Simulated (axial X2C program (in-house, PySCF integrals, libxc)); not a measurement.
# ICu⁺: EOM-IP-CCSD levels

Aim: EOM-IP-CCSD levels of ICu⁺, with spin–orbit coupling in the Hamiltonian from the start.

Computed with an in-house X2C program for linear molecules on PySCF integrals. Level: two-component X2C with atomic mean-field terms, I dyall-cv3z, Cu dyall-cv3z.

All values are calculated.

**1. Set-up**

The input, task.json:

```json
{"zs": [53, 29], "q": 1, "bas": ["dyall-cv3z", "dyall-cv3z"], "r0": 2.45, "eom": "ip", "rq": 0, "thr": -2.0, "nmax": 95, "grid": [1, 0.96, 1.045, 0.92, 1.09, 1.15]}
```

Keys: zs atomic numbers; q charge; bas basis sets; r0 starting distance in Å; eom kind of EOM run; thr threshold in hartree for freezing inner shells (an s shell follows its p shell); nmax most natural virtual spinors; grid distances as factors.

On the command line:

```bash
$ python soeom.py task.json out
```

Nuclei are Gaussian, cores are contracted, and the Gaunt term is on.

**2. EOM-IP-CCSD at 2.352 Å**

Reference: the closed shell ICu; 18 electrons correlated, 84 virtual spinors; roots sought by Ω: 1/2: 4, 3/2: 3, 5/2: 1.

Output:

```text
two-component X2C + atomic mean field  HF
basis functions 229  fitting functions 1214  grid points 5799
iter        total energy     max residual
   1      -8762.517514046     2.40e-01
   2      -8762.556142673     3.07e-02
   3      -8762.554508717     4.39e-02
   4      -8762.561273514     2.73e-03
   5      -8762.561579133     1.84e-03
   6      -8762.561694648     1.29e-03
   7      -8762.561746840     6.92e-04
   8      -8762.561756468     1.97e-04
   9      -8762.561757358     4.99e-05
  10      -8762.561757456     1.76e-05
  11      -8762.561757480     3.44e-06
  12      -8762.561757481     1.53e-06
converged
one-electron -12743.80018341  Coulomb 3887.14690635  exact exchange -246.88231928  xc functional 0.00000000  nuclear repulsion 345.81010765  atomic mean-field constant -4.83626879
correlated 18  virtual 296  natural virtual 84  E(MP2) -0.675573035  MP2 remainder -0.075062964
iter   CCSD correlation   residual
   1     -0.516082191   2.28e-01
   2     -0.545381489   1.21e-01
   3     -0.548644669   2.36e-02
   4     -0.548533239   1.01e-02
   5     -0.548633806   4.39e-03
   6     -0.548723128   2.14e-03
   7     -0.548700676   9.19e-04
   8     -0.548694785   3.26e-04
   9     -0.548709366   1.29e-04
  10     -0.548702125   4.76e-05
  11     -0.548704077   2.09e-05
  12     -0.548704071   7.23e-06
(T) -0.019445925  T1 0.0252  D1 0.0603  max T2 0.054
EOM-IP-CCSD roots
2*Omega      energy/Eh   energy/eV  one-particle weight
    1       0.33405817      9.0902      0.951
    1       0.36580952      9.9542      0.944
    1       0.42906126     11.6754      0.910
    1       0.43489776     11.8342      0.915
    3       0.31698380      8.6256      0.952
    3       0.41739263     11.3578      0.907
    3       0.42559547     11.5810      0.908
    5       0.41191068     11.2087      0.907
```

T1 in the output is the amplitude norm over the root of the electron number; divide by √2 for the Lee–Taylor value.

```csv
Ω,vertical IE (eV),above lowest (cm⁻¹),spinor,weight
3/2,8.626,0,"86% I pπ, 8% Cu dπ",0.95
1/2,9.090,3750,"74% I pπ, 9% I pσ, 8% Cu dπ",0.95
1/2,9.954,10720,"46% I pσ, 23% Cu dσ, 12% Cu sσ",0.94
5/2,11.209,20830,100% Cu dδ,0.91
3/2,11.358,22040,"74% Cu dδ, 24% Cu dπ",0.91
3/2,11.581,23840,"69% Cu dπ, 26% Cu dδ",0.91
1/2,11.675,24600,"87% Cu dπ, 10% I pπ",0.91
1/2,11.834,25880,"68% Cu dσ, 25% I pσ",0.91
```

Wall time 12 s (1 thread of Intel Xeon Platinum 8375C at 2.90GHz (Ice Lake), shared host); peak memory 1.1 GiB.

**3. EOM-IP-CCSD at 2.258 Å**

```csv
Ω,vertical IE (eV),above lowest (cm⁻¹),spinor,weight
3/2,8.672,0,"83% I pπ, 11% Cu dπ, 7% Cu pπ",0.95
1/2,9.136,3740,"72% I pπ, 11% Cu dπ, 8% I pσ",0.95
1/2,9.976,10520,"44% I pσ, 27% Cu dσ, 13% Cu sσ",0.94
5/2,11.202,20400,100% Cu dδ,0.91
3/2,11.374,21800,"88% Cu dδ, 10% Cu dπ",0.91
3/2,11.676,24230,"81% Cu dπ, 11% Cu dδ, 7% I pπ",0.91
1/2,11.811,25310,"86% Cu dπ, 12% I pπ",0.91
1/2,11.995,26800,"62% Cu dσ, 29% I pσ",0.92
```

Wall time 16 s (1 thread of Intel Xeon Platinum 8375C at 2.90GHz (Ice Lake), shared host); peak memory 1.1 GiB.

**4. EOM-IP-CCSD at 2.458 Å**

```csv
Ω,vertical IE (eV),above lowest (cm⁻¹),spinor,weight
3/2,8.560,0,"89% I pπ, 6% Cu dπ",0.95
1/2,9.021,3720,"75% I pπ, 10% I pσ",0.95
1/2,9.921,10980,"50% I pσ, 18% Cu dσ, 12% I pπ",0.95
5/2,11.258,21760,100% Cu dδ,0.90
3/2,11.366,22630,"50% Cu dδ, 47% Cu dπ",0.91
3/2,11.564,24240,"50% Cu dδ, 48% Cu dπ",0.90
1/2,11.587,24420,"78% Cu dπ, 8% Cu dσ, 8% I pπ",0.91
1/2,11.724,25520,"69% Cu dσ, 17% I pσ, 11% Cu dπ",0.91
```

It took 16 s on 1 thread of Intel Xeon Platinum 8375C at 2.90GHz (Ice Lake), shared host; peak memory 1.1 GiB.

**5. EOM-IP-CCSD at 2.164 Å**

```csv
Ω,vertical IE (eV),above lowest (cm⁻¹),spinor,weight
3/2,8.709,0,"79% I pπ, 13% Cu dπ, 7% Cu pπ",0.95
1/2,9.170,3720,"70% I pπ, 14% Cu dπ, 7% I pσ",0.95
1/2,10.003,10440,"44% I pσ, 28% Cu dσ, 13% Cu sσ",0.94
5/2,11.239,20400,100% Cu dδ,0.91
3/2,11.424,21900,95% Cu dδ,0.91
3/2,11.858,25400,"84% Cu dπ, 10% I pπ",0.91
1/2,12.016,26680,"83% Cu dπ, 13% I pπ",0.91
1/2,12.204,28190,"58% Cu dσ, 31% I pσ",0.92
```

It took 16 s on 1 thread of Intel Xeon Platinum 8375C at 2.90GHz (Ice Lake), shared host; peak memory 1.1 GiB.

**6. EOM-IP-CCSD at 2.564 Å**

```csv
Ω,vertical IE (eV),above lowest (cm⁻¹),spinor,weight
3/2,8.480,0,91% I pπ,0.95
1/2,8.934,3660,"75% I pπ, 12% I pσ",0.95
1/2,9.864,11160,"54% I pσ, 15% I pπ, 13% Cu dσ",0.95
5/2,11.339,23060,100% Cu dδ,0.90
3/2,11.401,23560,"65% Cu dπ, 32% Cu dδ",0.90
1/2,11.547,24740,"60% Cu dπ, 26% Cu dσ, 8% I pσ",0.91
3/2,11.616,25300,"68% Cu dδ, 32% Cu dπ",0.90
1/2,11.695,25930,"58% Cu dσ, 32% Cu dπ, 8% I pσ",0.90
```

It took 17 s on 1 thread of Intel Xeon Platinum 8375C at 2.90GHz (Ice Lake), shared host; peak memory 1.1 GiB.

**7. EOM-IP-CCSD at 2.705 Å**

```csv
Ω,vertical IE (eV),above lowest (cm⁻¹),spinor,weight
3/2,8.357,0,94% I pπ,0.95
1/2,8.796,3540,"75% I pπ, 14% I pσ",0.95
1/2,9.743,11180,"57% I pσ, 18% I pπ, 11% Cu sσ",0.95
5/2,11.483,25210,100% Cu dδ,0.90
3/2,11.496,25320,"77% Cu dπ, 22% Cu dδ",0.90
1/2,11.565,25870,"46% Cu dσ, 44% Cu dπ, 6% I pσ",0.90
3/2,11.744,27310,"78% Cu dδ, 21% Cu dπ",0.90
1/2,11.753,27390,"51% Cu dπ, 44% Cu dσ",0.90
```

It took 15 s on 1 thread of Intel Xeon Platinum 8375C at 2.90GHz (Ice Lake), shared host; peak memory 1.1 GiB.

**8. Curves of the states**

Energies in eV from the lowest point of the lowest state; states are followed by energy order within each Ω.

```csv
R (Å),(1)Ω=3/2,(1)Ω=1/2,(2)Ω=1/2,(1)Ω=5/2,(2)Ω=3/2,(3)Ω=3/2,(3)Ω=1/2,(4)Ω=1/2
2.164,0.3872,0.8484,1.6817,2.9168,3.1024,3.5364,3.6945,3.8826
2.258,0.1421,0.6063,1.4462,2.6718,2.8443,3.1465,3.2807,3.4649
2.352,0.0285,0.4931,1.3571,2.6116,2.7608,2.9840,3.0783,3.2371
2.458,0.0000,0.4613,1.3610,2.6979,2.8059,3.0048,3.0275,3.1639
2.564,0.0352,0.4891,1.4192,2.8948,2.9567,3.1717,3.1026,3.2501
2.705,0.1365,0.5751,1.5223,3.2622,3.2757,3.5230,3.3441,3.5324
```

Constants where the minimum is well bracketed (masses 126.904 and 62.930 u):

```csv
state,Te (cm⁻¹),Re (Å),ωe (cm⁻¹)
(1)Ω=3/2,0,2.443,197.0
(1)Ω=1/2,3720,2.451,186.9
(2)Ω=1/2,10890,2.398,218.3
(1)Ω=5/2,21060,2.343,313
(2)Ω=3/2,22260,2.366,284.6
(3)Ω=3/2,23960,2.392,330
(3)Ω=1/2,24410,2.442,277.8
```

**9. What came out**

| quantity | value |
| --- | --- |
| lowest root at 2.352 Å | Ω = 3/2, 8.626 eV |
| next root led by one particle | Ω = 1/2, about 3750 cm⁻¹ higher |
| T1 of the reference | 0.018 |
| lowest state, Re and ωe | 2.443 Å, 197.0 cm⁻¹ |

Removing an electron from the reference determinant of ICu costs 8.63 eV and empties a spinor of 86% I pπ, 8% Cu dπ. Errors of 0.1 to 0.3 eV are usual at this size, and roots led by higher excitations are left out, so the list is incomplete, and low states of that kind can be missing. The bond is 0.078 Å longer than in the closed-shell reference at CCSD (2.365 Å).
